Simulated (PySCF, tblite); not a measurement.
# C₆H₆N₂Si: geometry, infrared bands and NMR shifts

Wanted: the infrared bands and NMR shifts of C₆H₆N₂Si (`C=C/C(C#N)=C/[SiH2]C#N`), by calculation.

The runs use tblite 0.8.0 and PySCF 2.14.0, with density-fitted response routines of our own; the level of theory stands in each step. All values are computed, except where a source is named. Atoms count from 0, in the outputs and in this text.

### 1 Starting geometry

15 atoms, charge 0, multiplicity 1; geometry from: force field or distance geometry start.

Bonds of the start (Å): C0–C1 1.34, C1–C2 1.44, C2–C3 1.46, C3–N4 1.14, C2–C5 1.33, C5–Si6 1.80, Si6–C7 1.79, C7–N8 1.14, C0–H9 1.07, C0–H10 1.08, C1–H11 1.10, C5–H12 1.10, Si6–H13 1.49, Si6–H14 1.49.

### 2 Relaxing the molecule with GFN2-xTB

Job settings and geometry (Å):

```
{"job": {"kind": "relax", "xc": "GFN2-xTB", "basis": "xTB"}, "charge": 0, "multiplicity": 1}
C      2.862100     0.625800     0.050900
C      1.942600    -0.331000     0.224600
C      0.542300    -0.062600     0.052100
C      0.030800     1.247600    -0.342900
N     -0.353800     2.277700    -0.641300
C     -0.364500    -1.021500     0.229200
Si    -2.144700    -0.853400     0.042500
C     -2.784400     0.774600     0.444600
N     -3.216500     1.803200     0.689000
H      3.895200     0.401900     0.199000
H      2.565400     1.628700    -0.237300
H      2.325100    -1.315800     0.524600
H      0.041100    -2.002900     0.534000
H     -2.582900    -1.373400    -1.283200
H     -2.762300    -1.791000     1.028000
```

Command:

```
$ OMP_NUM_THREADS=1 python probes_run.py task.json out
```

The driver reads the jobs from task.json and runs them one after another.

**Question.** This job is followed by: GFN2-xTB harmonic vibrations, gas phase; GIAO PBE0/pcSseg-1 NMR shielding, non-relativistic, gas phase. Predict these results of the whole session: strongest single infrared mode (GFN2-xTB); zero-point energy (GFN2-xTB); ¹³C shifts against TMS (PBE0/pcSseg-1); ¹H shifts against TMS (PBE0/pcSseg-1, means over atoms taken as alike); ¹⁵N shifts against NH3 (PBE0/pcSseg-1); ²⁹Si shifts against TMS (PBE0/pcSseg-1).

As calculated:

```
                                                              quantity                                         value
                             strongest single infrared mode (GFN2-xTB)                          709 cm⁻¹, 390 km/mol
                                          zero-point energy (GFN2-xTB)                                 60.7 kcal/mol
                                ¹³C shifts against TMS (PBE0/pcSseg-1)  146.3, 143.0, 141.5, 133.0, 123.1, 120.4 ppm
¹H shifts against TMS (PBE0/pcSseg-1, means over atoms taken as alike)              6.79, 6.67, 6.41, 6.08, 4.92 ppm
                                ¹⁵N shifts against NH3 (PBE0/pcSseg-1)                              366.9, 329.2 ppm
                               ²⁹Si shifts against TMS (PBE0/pcSseg-1)                                     -81.2 ppm
```

**Reading.** Relaxing lowered the energy by 0.447 eV in 223 steps; the close pair that moved most is C5–Si6, from 1.798 to 1.884 Å. All 39 modes are real, so the xTB geometry is a minimum. The strongest single mode, at 709 cm⁻¹, has its largest shares on H14, H13 and Si6 (the list is cut at 3 atoms). Unscaled tight-binding wavenumbers are off by several per cent, some by more. Its intensities can rank the bands wrongly. At PBE0/pcSseg-1: The widest tensor belongs to N8: span 604 ppm, with a paramagnetic part of -436 ppm.
